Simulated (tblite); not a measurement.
# H4S16Zr7: the cost of one run

Computed with tblite 0.8.0 and PySCF 2.14.0 and routines of our own; the level stands in each step. Atoms count from 0.

## 1. The starting structure

27 atoms, charge 0, multiplicity 1; geometry from: force field, distance geometry or constructed start.

## 2. Optimising the geometry with GFN1-xTB

The job: settings as JSON, then the geometry in Å.

```
{"job": {"kind": "relax", "xc": "GFN1-xTB", "basis": "xTB"}, "charge": 0, "multiplicity": 1}
Zr    -1.110700    -1.306800     0.025200
Zr    -4.778800    -1.302400     0.019900
Zr    -2.940400     1.862300     0.027800
Zr    -6.606300     1.869000     0.020600
Zr     6.203400    -1.306200     0.030200
Zr     2.541100    -1.305500     0.024200
Zr     0.714500     1.866300     0.023500
S     -2.942200    -0.245800    -1.421700
S     -1.112900     0.806000     1.476400
S     -2.948400    -2.362400     1.478400
S      0.712300    -0.249700    -1.425300
S      0.711900    -2.363600     1.476800
S     -6.609000    -0.247800    -1.418200
S     -4.773400     0.807500     1.474100
S     -1.117800     2.926300    -1.423000
S     -4.777500     2.921800    -1.416900
S     -8.435200     0.810000     1.477700
S      4.373300    -0.251900    -1.424200
S      6.203800    -3.416300    -1.420700
S      8.037200    -2.360700     1.479500
S      4.372100    -2.357800     1.478300
S      2.543500     0.809600     1.476600
S      2.547800     2.925800    -1.416600
H      9.015000    -1.424600     1.329800
H      6.879900    -2.946000    -2.518100
H     -9.426500     1.748400     1.333800
H      2.711400     4.110600    -0.760600
```

On the command line:

```sh
> OMP_NUM_THREADS=4 python large_run.py task.json out
```

This one command runs all jobs of the session in turn.

Q: Estimate the wall time and peak memory of this first job on 4 threads of Arm Neoverse V1, shared host.

About 11 s, with a peak of 0.17 GiB.
